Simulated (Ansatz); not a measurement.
This script for Ansatz 0.2.0, Python API starts 5 runs on CH₆AlNSi, SMILES N=[C]([AlH2])[SiH3]. What input does the engine get in each?

`ch6alnsi.py`:
```python
# -*- coding: utf-8 -*-
from pathlib import Path

import ansatz as az
import numpy as np


def main():
    geometry_ang = [
        ("N", (-1.6424, 0.2395, -0.5675)),
        ("C", (-0.4835, 0.0935, -0.2004)),
        ("Al", (0.8186, 1.5587, -0.2536)),
        ("Si", (0.0925, -1.5333, 0.4702)),
        ("H", (-2.0035, 1.1898, -0.9575)),
        ("H", (0.4359, 3.0149, -0.7868)),
        ("H", (2.3665, 1.2928, 0.2776)),
        ("H", (-0.8277, -2.5706, -0.0719)),
        ("H", (-0.0827, -1.503, 1.9822)),
        ("H", (1.4095, -1.8333, 0.1107)),
    ]
    molecule = az.Crystal.molecule()
    for symbol, xyz in geometry_ang:
        molecule = molecule.atom(symbol, xyz)

    calc = (
        molecule.calculation()
        .basis(gaussian="cc-pVDZ")
        .scf(lower_state_search="light")
    )

    print("functional    E (Ha)        dipole (D)   HOMO (eV)  LUMO (eV)")
    for name in ["blyp", "revpbe", "lc_wpbe", "hse06", "pbe"]:
        data = calc.functional(name).forces().orbitals().run(threads=1, backend="cpu", runs_dir="runs").report
        lines = Path(data["orbitals_path"]).read_text().splitlines()
        field_of = lambda key: [line.split("=")[1].strip() for line in lines if line.startswith(key)]
        orbitals = [(27.211386 * float(e), s, float(n)) for e, s, n in zip(field_of("Ene="), field_of("Spin="), field_of("Occup="))]
        homo = max(e for e, _, n in orbitals if n > 0.5)
        lumo = min(e for e, _, n in orbitals if n < 0.5)
        dipole = 4.803205 * np.linalg.norm(data["charge_distribution"]["dipole_moment_e_ang"])
        print(f"{name:10s} {data['free_energy_ev'] / 27.211386246:14.6f} {dipole:9.3f} {homo:11.3f} {lumo:10.3f}")


if __name__ == "__main__":
    main()
```

Run 1:
```yaml
crystal:
  periodic: [false, false, false]
  atoms:
    - { symbol: "N", position_ang: [-1.6424, 0.2395, -0.5675] }
    - { symbol: C, position_ang: [-0.4835, 0.0935, -0.2004] }
    - { symbol: Al, position_ang: [0.8186, 1.5587, -0.2536] }
    - { symbol: Si, position_ang: [0.0925, -1.5333, 0.4702] }
    - { symbol: H, position_ang: [-2.0035, 1.1898, -0.9575] }
    - { symbol: H, position_ang: [0.4359, 3.0149, -0.7868] }
    - { symbol: H, position_ang: [2.3665, 1.2928, 0.2776] }
    - { symbol: H, position_ang: [-0.8277, -2.5706, -0.0719] }
    - { symbol: H, position_ang: [-0.0827, -1.503, 1.9822] }
    - { symbol: H, position_ang: [1.4095, -1.8333, 0.1107] }
basis:
  gaussian:
    orbitals: cc-pVDZ
hamiltonian:
  xc: blyp
scf:
  lower_state_search: light
output:
  orbitals: {}
  forces: true
```

Run 2, against run 1:
```diff
-  xc: blyp
+  xc: revpbe
```

Run 3, against run 1:
```diff
-  xc: blyp
+  xc: lc_wpbe
```

Run 4, against run 1:
```diff
-  xc: blyp
+  xc: hse06
```

Run 5, against run 1:
```diff
-  xc: blyp
+  xc: pbe
```

```console
$ python ch6alnsi.py
functional    E (Ha)        dipole (D)   HOMO (eV)  LUMO (eV)
blyp          -628.250541     0.840      -4.517     -2.884
revpbe        -628.158580     0.865      -4.616     -2.962
lc_wpbe       -628.055818     1.217      -8.498     -0.100
hse06         -627.929459     1.037      -5.514     -2.590
pbe           -627.881891     0.870      -4.651     -3.050
```

Notes:
- The settings weren't tested for convergence.
- The geometry is a force-field or estimated start, not a minimum of this method, and the basis set is short of its limit. A lower total doesn't mark the better method: functionals have no common bound, and MP2 and coupled cluster aren't variational.
- Levels such as HOMO and LUMO are orbital energies: with these approximate functionals they aren't the ionisation energy and electron affinity, and their gap isn't the fundamental gap.
- For Al to Cl the sets with a tight d function, cc-pV(X+d)Z, are usual.
- hse06 follows the composition of plane-wave codes, whose totals differ by tens of mHa, up to about 0.1 Ha, from the form usual in Gaussian-basis programs (wpbeh).
- Run time: 10 s on 1 thread of Intel(R) Xeon(R) 6975P-C (Granite Rapids) (shared host), peak memory 0.26 GiB.

(A comment or docstring line of the script was reworded after the run, the code is as it ran; lines on the test bed's own set-up are left out of the output.)
